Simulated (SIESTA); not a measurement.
Wanted: the native input for a SIESTA 5.4.2 run.

```yaml
Task: band structure
Functional: PBEsol
Potentials_or_basis: PseudoDojo 0.4 standard (PBEsol files)
Basis: DZP (energy shift 0.003 Ry; two zetas on semicore shells)
Grid_cutoff: 800 Ry
Energy_shift: 0.003 Ry
k_mesh: 6 × 6 × 6
Occupations: fermi-dirac, width 0.05 eV
Spin: no spin polarisation
```

InCu3:

```
In Cu
1.0
     5.44114    0.00000    0.00000
    -2.72057    4.71217    0.00000
     0.00000    0.00000    4.32130
In Cu
2 6
Direct
  0.66667 0.33333 0.25000
  0.33333 0.66667 0.75000
  0.31277 0.15639 0.75000
  0.84361 0.15639 0.75000
  0.84361 0.68723 0.75000
  0.68723 0.84361 0.25000
  0.15639 0.84361 0.25000
  0.15639 0.31277 0.25000
```

The cell comes from a database or a generator and needn't be the stable form of this composition.

One way to write it, as run:

InCu3.fdf

```
SystemName                      InCu3
SystemLabel                     InCu3
NumberOfSpecies                 2
NumberOfAtoms                   8
%block ChemicalSpeciesLabel
  1  49 In
  2  29 Cu
%endblock ChemicalSpeciesLabel

LatticeConstant                 1.0 Ang
%block LatticeVectors
     5.4411448696     0.0000000000     0.0000000000
    -2.7205724348     4.7121696827     0.0000000000
     0.0000000000     0.0000000000     4.3213011000
%endblock LatticeVectors
AtomicCoordinatesFormat         Fractional
%block AtomicCoordinatesAndAtomicSpecies
     0.6666666667     0.3333333333     0.2500000000  1  In
     0.3333333333     0.6666666667     0.7500000000  1  In
     0.3127719100     0.1563859550     0.7500000000  2  Cu
     0.8436140450     0.1563859550     0.7500000000  2  Cu
     0.8436140450     0.6872280900     0.7500000000  2  Cu
     0.6872280900     0.8436140450     0.2500000000  2  Cu
     0.1563859550     0.8436140450     0.2500000000  2  Cu
     0.1563859550     0.3127719100     0.2500000000  2  Cu
%endblock AtomicCoordinatesAndAtomicSpecies

%block kgrid.MonkhorstPack
    6   0   0  0.0
    0   6   0  0.0
    0   0   6  0.0
%endblock kgrid.MonkhorstPack
XC.Functional                   GGA
XC.Authors                      PBEsol
PAO.BasisSize                   DZP
PAO.EnergyShift                 0.003 Ry
Mesh.Cutoff                     800 Ry
OccupationFunction              FD
ElectronicTemperature           0.05 eV
MaxSCFIterations                120
SCF.MustConverge                false
SCF.Mixer.Method                Pulay
SCF.Mixer.Weight                0.25
SCF.Mixer.History               8
SCF.DM.Tolerance                5.0e-05
SCF.H.Tolerance                 1.0e-03 eV
WriteForces                     true
Charge.Mulliken                 end
BandLinesScale                  ReciprocalLatticeVectors
%block BandLines
    1    0.000000   0.000000   0.000000  \Gamma
    9    0.500000   0.000000   0.000000  M
    5    0.333333   0.333333   0.000000  K
   11    0.000000   0.000000   0.000000  \Gamma
   10    0.000000   0.000000   0.500000  A
    9    0.500000   0.000000   0.500000  L
    5    0.333333   0.333333   0.500000  H
   11    0.000000   0.000000   0.500000  A
    1    0.500000   0.000000   0.500000  L
   10    0.500000   0.000000   0.000000  M
    1    0.333333   0.333333   0.000000  K
   10    0.333333   0.333333   0.500000  H
%endblock BandLines
%block PAO.Basis
  In 4
  n=5 0 2
    6.955 0.000
  n=5 1 2
    9.500 0.000
  n=4 2 2
    4.114 0.000
  n=5 2 1
    9.500
  Cu 5
  n=3 0 2
    2.374 0.000
  n=4 0 2
    7.224 0.000
  n=3 1 2
    2.662 0.000
  n=4 1 1
    7.224
  n=3 2 2
    4.908 0.000
%endblock PAO.Basis
```

Potentials or basis: PseudoDojo 0.4 standard (PBEsol files), DZP (energy shift 0.003 Ry; two zetas on semicore shells).

The run is started by

```console
$ siesta < InCu3.fdf > InCu3.out 2>&1
```

Results of the run:

The pressure is -1.4 GPa. The largest force is 0.045 eV/Å and the band gap on the k mesh is none (metal or under the smearing width).

Caveat: short orbitals over semicore shells can move pressures by several GPa; spin-orbit coupling is left out, which moves the levels of the heavy elements; the basis of atomic orbitals isn't converged, which shifts pressures, moduli and gaps.

Run time: 4.5 min on 1 thread of Intel(R) Xeon(R) 6975P-C (Granite Rapids), with other jobs on the host, peak memory 0.9 GiB.
